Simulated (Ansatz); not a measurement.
# TlGa: the cost of one run

Program: Ansatz 0.2.0. Level of theory: DFT PBEsol, scalar-relativistic, plane waves, PAW. These are calculated values, not measurements.

1 further run of the same task is left out (set aside as unsound or not needed).

## (1) The starting structure

Symmetry: R-3m, No. 166, trigonal system. The conventional cell has a = 3.362 Å, b = 3.362 Å, c = 16.536 Å, α = 90.00°, β = 90.00°, γ = 120.00°. Tl (site symmetry -3m) is surrounded by 6 Tl at 3.36 Å and 6 In at 3.37 Å. Around In (site symmetry -3m) lie 6 In at 3.36 Å and 6 Tl at 3.37 Å.

As a file:

```cif
data_structure
_symmetry_space_group_name_H-M 'P 1'
_symmetry_Int_Tables_number 1
_cell_length_a 5.8437
_cell_length_b 5.8437
_cell_length_c 5.8437
_cell_angle_alpha 33.436
_cell_angle_beta 33.436
_cell_angle_gamma 33.436
_cell_volume 53.96
loop_
_atom_site_label
_atom_site_type_symbol
_atom_site_fract_x
_atom_site_fract_y
_atom_site_fract_z
_atom_site_occupancy
Tl1 Tl 0.50000 0.50000 0.50000 1
In1 In 0.00000 0.00000 0.00000 1
```

It goes back to an entry of the Materials Project, which need not be the stable form.

It is the result of an earlier relaxation at this level (volume 26.98 Å³/atom; gap on the mesh: none (metal)).

## (2) In → Ga: the starting cell

The start of TlGa: fractional positions of relaxed TlIn, cell scaled by 0.952, a guess from tabulated radii.

## (3) Quick check of gap, pressure and forces (TlGa)

input.yaml

```yaml
crystal:
  lattice:
    - [1.6007192791, 0.9241757067, 5.2485991359]
    - [-1.6007192791, 0.9241757067, 5.2485991359]
    - [0.0, -1.8483514133, 5.2485991359]
  atoms:
    - { symbol: Tl, position: [0.5, 0.5, 0.5] }
    - { symbol: Ga, position: [0.0, 0.0, 0.0] }
basis:
  ecutwfc: 420
kpoints:
  mp_grid: { grid: [6, 6, 6] }
hamiltonian:
  xc: pbesol
scf:
  occupations: { method: gaussian, width: 0.1 }
output:
  forces: true
  stress: true
  eigenvalues: true
```

**Question.** How long does this run take on 1 thread of an Arm CPU, shared host, and how much memory does it need?

About 1.9 s, with a peak of 0.31 GiB.
